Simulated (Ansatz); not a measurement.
# KHf2O2: the cost of one run

Program: Ansatz 0.2.0. Level of theory: DFT PBE, scalar-relativistic, plane waves, PAW. These are calculated values, not measurements.

## (1) The system as given

Symmetry: P6/mmm, No. 191, hexagonal system. Conventional cell: a = 4.247 Å, b = 4.247 Å, c = 6.101 Å, α = 90.00°, β = 90.00°, γ = 120.00°. Around K (site symmetry 6/mmm) lie 2 O at 1.80 Å. Around Hf (site symmetry -6m2) lie 3 K at 2.45 Å and 3 Hf at 2.45 Å. O (site symmetry 6mm) has 1 K at 1.80 Å in its first shell of neighbours.

Coordinates:

```cif
data_structure
_symmetry_space_group_name_H-M 'P 1'
_symmetry_Int_Tables_number 1
_cell_length_a 4.2469
_cell_length_b 4.2469
_cell_length_c 6.1007
_cell_angle_alpha 90.000
_cell_angle_beta 90.000
_cell_angle_gamma 120.000
_cell_volume 95.29
loop_
_atom_site_label
_atom_site_type_symbol
_atom_site_fract_x
_atom_site_fract_y
_atom_site_fract_z
_atom_site_occupancy
K1 K 0.00000 0.00000 0.50000 1
Hf1 Hf 0.33333 0.66667 0.50000 1
Hf2 Hf 0.66667 0.33333 0.50000 1
O1 O 0.00000 0.00000 0.79532 1
O2 O 0.00000 0.00000 0.20468 1
```

Recipe of the guess: random cell by space group and Wyckoff sites (P6/mmm, No. 191). The dimensions are guesses.

## (2) The guess as it stands, on a coarse mesh

Contents of input.yaml:

```yaml
crystal:
  lattice:
    - [4.24694067, 0.0, 0.0]
    - [-2.12347033, 3.67795851, 0.0]
    - [0.0, 0.0, 6.10066456]
  atoms:
    - { symbol: K, position: [0.0, 0.0, 0.5] }
    - { symbol: Hf, position: [0.33333333, 0.66666667, 0.5] }
    - { symbol: Hf, position: [0.66666667, 0.33333333, 0.5] }
    - { symbol: O, position: [0.0, 0.0, 0.79531844] }
    - { symbol: O, position: [0.0, 0.0, 0.20468156] }
basis:
  ecutwfc: 420
kpoints:
  mp_grid: { grid: [6, 6, 4] }
hamiltonian:
  xc: pbe
scf:
  occupations: { method: gaussian, width: 0.1 }
  lower_state_search: "off"
output:
  forces: true
  stress: true
  eigenvalues: true
```

Started as:

```bash
> ansatz run input.yaml --threads 1 --pin off --max-ram 2560MiB --backend cpu --events-out ev --progress --plain --runs-dir out
```

What time and memory should one allow on 1 thread of Arm Neoverse V1, shared host?

About 7.6 s, with a peak of 0.39 GiB.
